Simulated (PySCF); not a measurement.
# AlH6NO2Si ((OH)2Al-NH-SiH3): the cost of one run

Programs: PySCF 2.14.0, with density-fitted response routines of our own. Each step states its level of theory. These are calculated values for one molecule in the gas phase, unless marked as measured. Atoms are numbered from 0 throughout.

## Step 1: The starting structure

11 atoms, charge 0, multiplicity 1; geometry from: GFN2-xTB. The atoms were then displaced at random by about 0.03 Å, so the start is not that level's minimum.

Bonds of the start (Å): Al0–O1 1.65, Al0–O2 1.78, Al0–N3 1.80, O1–H5 0.95, O2–H6 0.86, N3–Si4 1.65, N3–H7 1.03, Si4–H8 1.56, Si4–H9 1.47, Si4–H10 1.42.

## Step 2: Geometry optimisation at PBE0-D3(BJ)/def2-SVP

What the job is given:

```
{"job": {"xc": "PBE0", "basis": "def2-SVP", "d3": "d3bj", "grid": 1, "maxiter": 40, "shake": 0.03, "kind": "geom"}, "charge": 0, "multiplicity": 1}
Al    -1.023980     0.591990     0.147840
O     -1.083670     1.036690     1.735160
O     -2.394100     1.091400    -0.874010
N      0.344570    -0.231850    -0.691810
Si     1.690060    -1.037670    -0.186390
H     -0.644010     1.037570     2.573480
H     -3.133950     1.492460    -1.061310
H      0.072030    -0.386950    -1.668940
H      2.134000    -0.355400     1.141010
H      1.475390    -2.461510     0.116920
H      2.661730    -0.862240    -1.201060
```

The run is started by

```bash
$ OMP_NUM_THREADS=1 python probes_run.py task.json out
```

The driver reads the jobs from task.json and runs them one after another.

**Question.** How long does this first job take on 1 thread of Intel Xeon at 2.50GHz, shared host, and how much memory does it need?

About 2.3 min, with a peak of 0.43 GiB.
